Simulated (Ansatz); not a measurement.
Run this with Ansatz 0.2.0 through its Python package and show what comes out.

The script, `compress_li3zn.py`:
```python
"""Volume and enthalpy of Li3Zn against pressure."""

import ansatz as az
import numpy as np
import pandas as pd
from pymatgen.core import Lattice, Structure
from pymatgen.io.ase import AseAtomsAdaptor

KGRID = (7, 7, 7)

def edges_and_angles(cell):
    cell = np.asarray(cell)
    a, b, c = np.linalg.norm(cell, axis=1)
    cosines = cell[1] @ cell[2] / (b * c), cell[0] @ cell[2] / (a * c), cell[0] @ cell[1] / (a * b)
    return (a, b, c, *np.degrees(np.arccos(cosines)))

pmg_structure = Structure(
    Lattice([[0.0, 3.171861, 3.171861], [3.171861, 0.0, 3.171861], [3.171861, 3.171861, 0.0]]),
    ["Li", "Li", "Li", "Zn"],
    [
        [0.25, 0.25, 0.25],
        [0.75, 0.75, 0.75],
        [0.5, 0.5, 0.5],
        [0.0, 0.0, 0.0],
    ],
)
system = az.Crystal.from_ase(AseAtomsAdaptor.get_atoms(pmg_structure))

model = (
    system.calculation()
    .functional(az.Functional.R2SCAN)
    .basis(39 * az.Ry)
    .kpoints(*KGRID)
    .occupations(az.OccupationsMethod.COLD)
)

# H = F + PV, with 1 GPa A^3 = 1/160.21766 eV
rows = []
for pressure in [0, 5, 10, 20]:
    outcome = model.relax(cell=True, pressure=pressure, force_tolerance=0.02).run()
    cell = outcome.lattice.cell_ang
    n_atoms = len(outcome.lattice.sites)
    volume = abs(np.linalg.det(cell)) / n_atoms
    enthalpy = outcome.report["free_energy_ev"] / n_atoms + pressure * volume / 160.21766
    rows.append((pressure, volume, enthalpy, *edges_and_angles(cell)))
    print(f"{pressure} GPa done: {volume:.4f} A^3/atom")

table = pd.DataFrame(rows, columns=["P_GPa", "V_A3_atom", "H_eV_atom", "a", "b", "c", "alpha", "beta", "gamma"])
print(table.round(4).to_string(index=False))
p, v = np.array([row[0] for row in rows], float), np.array([row[1] for row in rows])
print("mean bulk modulus between rows (GPa):", np.round(-np.diff(p) / np.diff(np.log(v)), 1))
```

```console
$ python compress_li3zn.py
0 GPa done: 16.3256 A^3/atom
5 GPa done: 14.0033 A^3/atom
10 GPa done: 12.6707 A^3/atom
20 GPa done: 11.0450 A^3/atom
 P_GPa  V_A3_atom  H_eV_atom      a      b      c  alpha  beta  gamma
     0    16.3256  -985.3447 4.5201 4.5201 4.5201   60.0  60.0   60.0
     5    14.0033  -984.8757 4.2947 4.2947 4.2947   60.0  60.0   60.0
    10    12.6707  -984.4610 4.1539 4.1539 4.1539   60.0  60.0   60.0
    20    11.0450  -983.7255 3.9681 3.9681 3.9681   60.0  60.0   60.0
mean bulk modulus between rows (GPa): [32.6 50.  72.8]
```

The volume falls from 16.33 Å³ an atom at 0 GPa to 11.05 at 20 GPa, by 32.3 %. Between 0 and 5 GPa, -V dP/dV is about 33 GPa, a mean over that step.

Absolute energies stand on the zero of these potentials, so only differences at equal settings mean something. At a fixed pressure a relaxation lowers the enthalpy F + PV, while F alone can rise. The mesh is modest for a metal, so energies can be off by several to tens of meV an atom and pressures by half a GPa or more; differences at equal mesh fare better. Edges and angles are those of the cell as typed, here a primitive one, not of the conventional cell. This cell is a computed structure, which may not be the phase found in nature. Symmetry holds the cell in this phase, whether or not it is the stable one at each pressure. Timing: 46 s on 1 thread of Intel(R) Xeon(R) 6975P-C (Granite Rapids), on a shared host, peak memory 0.74 GiB.
